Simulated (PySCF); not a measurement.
**AsH₃: structure of the singlet**

Aim: relax AsH₃ as a singlet from a trigonal planar start, check by its vibrations whether the end is a minimum, and collect its spectrum and constants.

Computed with PySCF 2.14.0. Level: B3LYP, basis As def2-TZVP, H def2-TZVP, no relativity, density fitting.

## (1) The system as given

4 atoms, charge 0, spin multiplicity 1.

Bond lengths: As1–H2 1.530 Å, As1–H3 1.530 Å, As1–H4 1.530 Å. Angles: H2–As1–H3 120.0°, H2–As1–H4 120.0°, H3–As1–H4 120.0°.

Z-matrix (Å, degrees; charge 0 multiplicity 1):
```
As
H  1 1.5300
H  1 1.5300 2 120.00
H  1 1.5300 2 120.00 3 180.00
```

## (2) The SCF at the typed geometry

One driver script runs all steps and calls PySCF; scf.py shows how it sets up the SCF of each step. The optimiser is the driver's own. After this first run the driver tries any further starts and a stability analysis.

Contents of scf.py:

```python
from pyscf import gto, scf, dft
mol = gto.M(atom='''
As     0.000000     0.000000     0.000000
H      1.530000     0.000000     0.000000
H     -0.765000     1.325000     0.000000
H     -0.765000    -1.325000     0.000000''',
    basis={'As': 'def2-TZVP', 'H': 'def2-TZVP'},
    charge=0, spin=0)
mf = dft.RKS(mol, xc='B3LYP')
mf.grids.atom_grid = (50, 194)
aux = {'As': 'def2-universal-JKFIT', 'H': 'def2-universal-JKFIT'}
mf = mf.density_fit(auxbasis=aux)
mf.conv_tol = 1e-08
mf.diis_space = 10
mf.max_cycle = 60
mf.init_guess = 'minao'
mf.verbose = 4
mf.kernel()
```

On the command line:

```sh
$ OMP_NUM_THREADS=2 python axn.py task.json out
```

What it wrote:

```text
init E= -2236.81452898621
  HOMO = -0.214593454611832  LUMO = -0.0803345531717818  gap/eV = 3.65337
cycle= 1 E= -2237.62762560809  delta_E= -0.813  |g|=  0.4  |ddm|= 1.46
  HOMO = -0.182842287012888  LUMO = -0.0479066312703633  gap/eV = 3.67179
cycle= 2 E= -2237.63514823311  delta_E= -0.00752  |g|= 0.315  |ddm|= 0.367
  HOMO = -0.19371254593427  LUMO = -0.0494030161200216  gap/eV = 3.92686
cycle= 3 E= -2237.64132361595  delta_E= -0.00618  |g|= 0.0226  |ddm|= 0.128
  HOMO = -0.198411422292208  LUMO = -0.0507598916883403  gap/eV = 4.01780
cycle= 4 E= -2237.64144404336  delta_E= -0.00012  |g|= 0.00537  |ddm|= 0.0285
  HOMO = -0.197626389939579  LUMO = -0.0500931607405786  gap/eV = 4.01458
cycle= 5 E= -2237.64144897216  delta_E= -4.93e-06  |g|= 0.0004  |ddm|= 0.00527
  HOMO = -0.197724038475629  LUMO = -0.0502055217861859  gap/eV = 4.01418
cycle= 6 E= -2237.64144901771  delta_E= -4.56e-08  |g|= 1.32e-05  |ddm|= 0.000521
  HOMO = -0.197718840155344  LUMO = -0.0501998588055743  gap/eV = 4.01420
cycle= 7 E= -2237.64144901777  delta_E= -6.14e-11  |g|= 7.09e-07  |ddm|= 2e-05
  HOMO = -0.197719332806271  LUMO = -0.0502002786020626  gap/eV = 4.01420
Extra cycle  E= -2237.64144901778  delta_E= -1.82e-12  |g|= 6.94e-07  |ddm|= 2.09e-06
converged SCF energy = -2237.64144901778
```

This step, with its further starts and checks, took 2 s on 2 threads of Arm Neoverse V1, shared host.

No lower closed-shell solution turned up in the test of internal stability.

## (3) Relaxing the singlet from the trigonal planar start

The program finds D3h symmetry in the start, which this walk keeps. The walk stops when the largest gradient is under 0.0003 Eh/bohr and the energy has settled too.

scf.py, as its differences from that of step 2:

```diff
@@ -3,4 +3,4 @@
-As     0.000000     0.000000     0.000000
-H      1.530000     0.000000     0.000000
-H     -0.765000     1.325000     0.000000
-H     -0.765000    -1.325000     0.000000''',
+As     0.000000    -0.000000     0.000000
+H      1.529989    -0.000000     0.000000
+H     -0.764995     1.325009     0.000000
+H     -0.764995    -1.325009     0.000000''',
@@ -16 +15,0 @@
-mf.init_guess = 'minao'
```

The optimiser's trace:

```csv
step,energy (Eh),change (kJ/mol),largest symmetric gradient (Eh/bohr)
0,-2237.641449,0.00,0.02191
1,-2237.645173,-9.78,0.00571
2,-2237.645398,-10.37,0.00094
3,-2237.645404,-10.38,0.00003
```

The walk took 2.8 s.

End point (D3h, 3 steps, 10.4 kJ/mol gained): As–H 1.469 Å (×3); H–As–H 120.0° (×3).

## (4) Is it a minimum? Harmonic modes

On the finer grid the gradient is checked again; gradients at displacements of ±0.02 bohr then give force constants and infrared intensities.

scf.py, as its differences from that of step 3:

```diff
@@ -3,4 +3,4 @@
-As     0.000000    -0.000000     0.000000
-H      1.529989    -0.000000     0.000000
-H     -0.764995     1.325009     0.000000
-H     -0.764995    -1.325009     0.000000''',
+As    -0.000000     0.000000     0.000000
+H      1.469446     0.000000     0.000000
+H     -0.734723     1.272578     0.000000
+H     -0.734723    -1.272578     0.000000''',
@@ -10 +10 @@
-mf.grids.atom_grid = (50, 194)
+mf.grids.atom_grid = (75, 302)
@@ -13 +13 @@
-mf.conv_tol = 1e-08
+mf.conv_tol = 1e-10
```

The driver hands on the density of the step before, so the log starts near convergence.

Log of the central SCF (cycles and frontier levels):

```text
init E= -2237.64537965009
  HOMO = -0.198993738623121  LUMO = -0.030092426535389  gap/eV = 4.59604
cycle= 1 E= -2237.64537965009  delta_E= 2.27e-12  |g|= 4.62e-06  |ddm|= 6.35e-06
  HOMO = -0.198993226457239  LUMO = -0.0300921534004814  gap/eV = 4.59603
Extra cycle  E= -2237.64537965009  delta_E= 4.55e-12  |g|= 4.98e-06  |ddm|= 5.94e-06
converged SCF energy = -2237.64537965009
```

The whole step took 9.4 s.

Geometry: D3h; As–H 1.469 Å (×3); H–As–H 120.0° (×3).

Harmonic modes (main isotopes):

```tsv
symmetry	ω (cm⁻¹)	IR (km/mol)	μ (u)
a2''	1126i	137	1.05
e'	905	48.1	1.03
a1'	2409	0.0	1.01
e'	2475	0.0	1.03
```

1 mode is imaginary, the largest at 1126i cm⁻¹: a saddle point, not a minimum.

Constants and moments:

| Property | Result |
| --- | --- |
| Dipole moment | 0.00 D |
| Highest occupied level | -5.41 eV |
| Lowest empty level | -0.82 eV |
| Rotational constants | 5.164, 5.164, 2.582 cm⁻¹ |
| Zero-point energy (real modes) | 54.8 kJ/mol |
| Principal polarisabilities | 29.5, 31.3, 31.3 bohr³ |
| Atomisation energy without zero-point energy | 762 kJ/mol |
| Principal traceless quadrupole moments about the centre of mass | -6.48, 3.24, 3.24 D Å |

Populations by atom (charges in e):

```
  atom  Mulliken  Löwdin  polar tensor  Mayer order to As1
   As1     -0.29    0.02         -0.09                   –
H2,3,4      0.10   -0.01          0.03                0.92
```

Outer orbital energies (eV). occupied: -44.60, -44.36, -44.36, -44.33, -17.49, -11.32, -11.32, -5.41; empty: -0.82, 1.17, 1.17, 4.03.

Mulliken populations on As1: s 7.50, p 15.72, d 10.06, f 0.01.

## (5) Leaving the saddle point

The atoms are moved a little along the softest imaginary mode and relaxed again.

The program finds C3v symmetry in the start, which this walk keeps. The walk stops when the largest gradient is under 0.0003 Eh/bohr and the energy has settled too.

scf.py, as its differences from that of step 4:

```diff
@@ -3,4 +3,4 @@
-As    -0.000000     0.000000     0.000000
-H      1.469446     0.000000     0.000000
-H     -0.734723     1.272578     0.000000
-H     -0.734723    -1.272578     0.000000''',
+As     0.000000    -0.000000     0.004843
+H      1.469446    -0.000000    -0.120000
+H     -0.734723     1.272578    -0.120000
+H     -0.734723    -1.272578    -0.120000''',
@@ -10 +10 @@
-mf.grids.atom_grid = (75, 302)
+mf.grids.atom_grid = (50, 194)
@@ -13 +13 @@
-mf.conv_tol = 1e-10
+mf.conv_tol = 1e-08
```

Steps of the walk:

```csv
step,energy (Eh),change (kJ/mol),largest symmetric gradient (Eh/bohr)
0,-2237.649163,0.00,0.03099
1,-2237.677059,-73.24,0.05836
2,-2237.700275,-134.19,0.02565
3,-2237.705824,-148.76,0.01747
4,-2237.710406,-160.79,0.00556
5,-2237.710437,-160.87,0.00472
6,-2237.710490,-161.01,0.00002
```

The walk took 6.4 s.

End point (C3v, 6 steps, 161.0 kJ/mol gained): As–H 1.525 Å (×3); H–As–H 92.0° (×3).

## (6) Vibrations and properties at this point

As before: finer grid, then central differences.

scf.py, as its differences from that of step 5:

```diff
@@ -3,4 +3,4 @@
-As     0.000000    -0.000000     0.004843
-H      1.469446    -0.000000    -0.120000
-H     -0.734723     1.272578    -0.120000
-H     -0.734723    -1.272578    -0.120000''',
+As     0.000000     0.000000     0.032919
+H      1.267435     0.000000    -0.815739
+H     -0.633718     1.097631    -0.815739
+H     -0.633718    -1.097631    -0.815739''',
@@ -10 +10 @@
-mf.grids.atom_grid = (50, 194)
+mf.grids.atom_grid = (75, 302)
@@ -13 +13 @@
-mf.conv_tol = 1e-08
+mf.conv_tol = 1e-10
```

Log of the central SCF (cycles and frontier levels):

```text
init E= -2237.71046882448
  HOMO = -0.280323947331129  LUMO = 0.0146020312264007  gap/eV = 8.02534
cycle= 1 E= -2237.71046882449  delta_E= -5.46e-12  |g|= 5.8e-07  |ddm|= 1.46e-06
  HOMO = -0.280323796127143  LUMO = 0.0146020937332294  gap/eV = 8.02534
Extra cycle  E= -2237.71046882449  delta_E= -1.36e-12  |g|= 5.83e-07  |ddm|= 1.34e-06
converged SCF energy = -2237.71046882449
```

The whole step took 14 s on 2 threads of Arm Neoverse V1, shared host.

Geometry: C3v; As–H 1.525 Å (×3); H–As–H 92.0° (×3).

Harmonic modes (main isotopes):

```
symmetry  ω (cm⁻¹)  IR (km/mol)     type
      a1       934         25.0     bend
       e      1018         20.9     bend
      a1      2178         73.6  stretch
       e      2189          219  stretch
```

No imaginary mode, so this is a minimum.

Properties at this point:

* Dipole moment: 0.22 D
* Highest occupied level: -7.63 eV
* Lowest empty level: 0.40 eV
* Rotational constants: 3.728, 3.728, 3.471 cm⁻¹
* Zero-point energy: 57.0 kJ/mol
* Principal polarisabilities: 31.5, 32.3, 32.3 bohr³
* Atomisation energy without zero-point energy: 932 kJ/mol
* Principal traceless quadrupole moments about the centre of mass: -1.89, 0.95, 0.95 D Å
* Entropy at 298.15 K and 1 bar: 222.9 J/(mol K)
* Heat capacity Cp at 298.15 K: 38.2 J/(mol K)
* Enthalpy at 298.15 K above 0 K: 10.22 kJ/mol
* Rotational symmetry number: 3

Charges (e) and bond orders:

```csv
atom,Mulliken,Löwdin,polar tensor,Mayer order to As1
As1,-0.12,0.10,0.42,–
"H2,3,4",0.04,-0.03,-0.14,0.98
```

Mulliken populations on As1: s 7.78, p 15.21, d 10.12, f 0.01.

## (7) All stationary points

| spin | group | bonds | imaginary modes (cm⁻¹) | ΔE (kJ/mol) | with zero-point energy |
| --- | --- | --- | --- | --- | --- |
| singlet | C3v | As–H 1.525 Å (×3) | none | 0.0 | 0.0 |
| singlet | D3h | As–H 1.469 Å (×3) | 1126i | 170.9 | – |

## (8) Outcome

| quantity | value |
| --- | --- |
| minimum | singlet, C3v |
| geometry | As–H 1.525 Å (×3); H–As–H 92.0° (×3) |
| wavenumbers (cm⁻¹) | 934 (a1), 1018 (e), 2178 (a1), 2189 (e) |
| dipole moment | 0.22 D |
| highest occupied, lowest empty level | -7.63, 0.40 eV |
| polar-tensor charge of As1 | +0.42 e |
| zero-point energy | 57.0 kJ/mol |
| entropy at 298.15 K | 222.9 J/(mol K) |
| atomisation energy (no zero-point energy) | 932 kJ/mol |

The trigonal planar start (D3h) ends in a minimum of C3v symmetry, after a stop at a saddle point 170.9 kJ/mol higher, from which it was pushed off along an imaginary mode. In the infrared the band at 2189 cm⁻¹ (e, stretch) leads. Other starts or spin states, not run here, may lie lower.

The search up to here took 34 s.
